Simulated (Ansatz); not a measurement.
**CH₆SSeSi: a ladder of functionals and wavefunction methods**

One table from this session's results is given with a row withheld; the runs are named, their logs left out.

Program: Ansatz 0.2.0, Gaussian basis. Level of theory: functionals in def2-TZVPP, the program's frozen cores in correlated methods. These are calculated values, not measurements.

Plan: PBE-D4, r2SCAN-D4, PBE0-D4, B3LYP-D4, ωB97X-V, ωB97M-V, B2PLYP; CCSD(T)/def2-TZVPP; MP2/def2-QZVPP; extrapolation to the limit.

## Structure used throughout

An earlier PBE0-D4 in a triple-zeta def2 set relaxation fixed the geometry.

SMILES `SC[SiH2][SeH]`, 10 atoms, charge 0, spin multiplicity 1.

Atoms are counted from 1 here; the program's logs count them from 0.

Bond lengths: S1–C2 1.807 Å, S1–H5 1.344 Å, C2–Si3 1.879 Å, C2–H6 1.094 Å, C2–H7 1.093 Å, Si3–Se4 2.275 Å, Si3–H8 1.486 Å, Si3–H9 1.483 Å, Se4–H10 1.470 Å. Angles: C2–S1–H5 97.1°, S1–C2–Si3 110.9°, S1–C2–H6 110.3°, S1–C2–H7 111.0°, Si3–C2–H6 106.4°, Si3–C2–H7 109.8°, H6–C2–H7 108.3°, C2–Si3–Se4 113.0°, C2–Si3–H8 107.6°, C2–Si3–H9 110.4°, Se4–Si3–H8 111.2°, Se4–Si3–H9 104.3°, H8–Si3–H9 110.3°, Si3–Se4–H10 93.0°.

The first run:

File in.yaml:

```yaml
crystal:
  periodic: [false, false, false]
  atoms:
    - {symbol: S, position_ang: [-1.268118, 1.418943, -0.711604]}
    - {symbol: C, position_ang: [0.090111, 0.857129, 0.340017]}
    - {symbol: Si, position_ang: [0.091764, -1.016538, 0.486744]}
    - {symbol: Se, position_ang: [-0.051653, -2.066877, -1.526358]}
    - {symbol: H, position_ang: [-1.247627, 2.708651, -0.334986]}
    - {symbol: H, position_ang: [-0.029777, 1.246076, 1.355524]}
    - {symbol: H, position_ang: [1.053294, 1.198428, -0.047292]}
    - {symbol: H, position_ang: [1.328405, -1.410411, 1.210804]}
    - {symbol: H, position_ang: [-1.106999, -1.478605, 1.226937]}
    - {symbol: H, position_ang: [1.223700, -1.507997, -1.996786]}
basis:
  gaussian: {orbitals: def2-TZVPP}
hamiltonian: {xc: pbe, dispersion: d4}
output: {forces: true, orbitals: {seedname: orbitals}}
```

Run with:

```
$ ansatz run in.yaml --threads 4 --pin off --events-out ev --progress --plain --max-ram 10444MiB
```

Steps of the session up to this table: PBE-D4 (GGA); r2SCAN-D4 (meta-GGA); PBE0-D4 (hybrid); B3LYP-D4 (hybrid); ωB97X-V (range-separated); ωB97M-V (range-separated); B2PLYP (double hybrid); CCSD(T) in def2-TZVPP; MP2 in def2-QZVPP.

One table of the session follows, with a row left open; its other results are not shown here.

It belongs to the step «Atomisation energies». 

| method | atomisation energy (kJ/mol) |
| --- | --- |
| PBE-D4 | 3156.1 |
| r2SCAN-D4 | 3139.8 |
| PBE0-D4 | 3125.2 |
| B3LYP-D4 | 3121.3 |
| ωB97X-V | 3153.3 |
| ωB97M-V | 3138.6 |
| B2PLYP | ? |
| HF/def2-TZVPP | 2266.4 |
| MP2/def2-TZVPP | 3061.8 |
| CCSD/def2-TZVPP | 3004.5 |
| CCSD(T)/def2-TZVPP | 3049.8 |
| MP2/CBS | 3155.4 |
| CCSD(T)/CBS | 3143.4 |

Estimate the missing values for B2PLYP.

**Answer.** atomisation energy (kJ/mol): 3076.5. In the column «atomisation energy (kJ/mol)» it lies between MP2/def2-TZVPP (3061.8) and B3LYP-D4 (3121.3).
